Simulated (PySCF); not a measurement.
**F2OOs: the SCF solver's settings**

Do solver options change the result for F2OOs, or only the number of cycles?

Program: PySCF 2.14.0. Level of theory: method and basis as typed in the scripts. These are calculated values, not measurements.

3 further runs of the same task are left out: 3 that didn't finish. Runs told in other sessions of the task aren't counted.

## 1. The system as given

F2OOs: 4 atoms, charge 0, spin multiplicity 1.

Bond lengths: Os1–O2 1.626 Å, Os1–F3 1.846 Å, Os1–F4 1.846 Å. Angles: O2–Os1–F3 126.8°, O2–Os1–F4 126.8°, F3–Os1–F4 106.4°.

## 2. Base script

File input.py:

```python
from pyscf import gto, scf, mp

mol = gto.M(
    atom='Os 0 0 0.0637; O 0 0 1.6901; F 1.4784 0 -1.0422; F -1.4784 0 -1.0422',
    basis='jorge-dzp-dkh',
    charge=0,
    spin=0,
    verbose=3,
)
mf = scf.RHF(mol)
mf = mf.sfx2c1e()
mf.level_shift = 0.3
mf = mf.newton()
mf.kernel()
mp.MP2(mf, frozen=26).kernel()
mf.dip_moment()
print('orbital energies (hartree):', mf.mo_energy[..., max(0, mol.nelec[1]-3):mol.nelec[0]+3].round(4))
```

Command:

```
$ OMP_NUM_THREADS=1 python input.py
```

The log of this run is left out.

## 3. Damping 0.2

Run 1 changes damping: none → 0.2.

Edit input.py of step 2 so:

```diff
@@ -12,2 +12,4 @@
 mf.level_shift = 0.3
+mf.damp = 0.2
+mf.diis_start_cycle = 8
 mf = mf.newton()
```

## 4. Initial guess atom

Run 2 changes initial guess: minao → atom.

Edit input.py of step 2 so:

```diff
@@ -11,2 +11,3 @@
 mf = mf.sfx2c1e()
+mf.init_guess = 'atom'
 mf.level_shift = 0.3
```

## 5. DIIS space 12

Run 3 changes DIIS space: default → 12.

Edit input.py of step 2 so:

```diff
@@ -12,2 +12,3 @@
 mf.level_shift = 0.3
+mf.diis_space = 12
 mf = mf.newton()
```

## 6. Point-group symmetry on

Run 4 changes point-group symmetry: off → on.

Edit input.py of step 2 so:

```diff
@@ -7,2 +7,3 @@
     spin=0,
+    symmetry=True,
     verbose=3,
```

## 7. Second-order solver off

Run 5 changes second-order solver: on → off.

Edit input.py of step 2 so:

```diff
@@ -12,3 +12,2 @@
 mf.level_shift = 0.3
-mf = mf.newton()
 mf.kernel()
```

What does the calculation give? Wanted: for each run, E(SCF); from base; gap; SCF dipole; after the SCF.

The runs gave:

| run | E(SCF) (hartree) | from base (eV) | gap (eV) | SCF dipole (D) | after the SCF |
| --- | --- | --- | --- | --- | --- |
| base | -17438.439473 | 0 | 11.76 | 0.69 | MP2 correlation -27.088 eV, core frozen |
| damping 0.2 | -17438.439473 | 0.0000 | 11.76 | 0.69 | MP2 correlation -27.088 eV, core frozen |
| initial guess atom | -17438.439473 | 0.0000 | 11.76 | 0.69 | MP2 correlation -27.088 eV, core frozen |
| DIIS space 12 | -17438.439473 | 0.0000 | 11.76 | 0.69 | MP2 correlation -27.088 eV, core frozen |
| point-group symmetry on | -17438.439473 | 0.0000 | 11.76 | 0.69 | MP2 correlation -27.088 eV, core frozen |
| second-order solver off | -17438.439473 | 0.0000 | 11.76 | 0.69 | MP2 correlation -27.088 eV, core frozen |

In words: With damping 0.2 or initial guess atom or DIIS space 12 or point-group symmetry on or second-order solver off the SCF ends at the base energy.
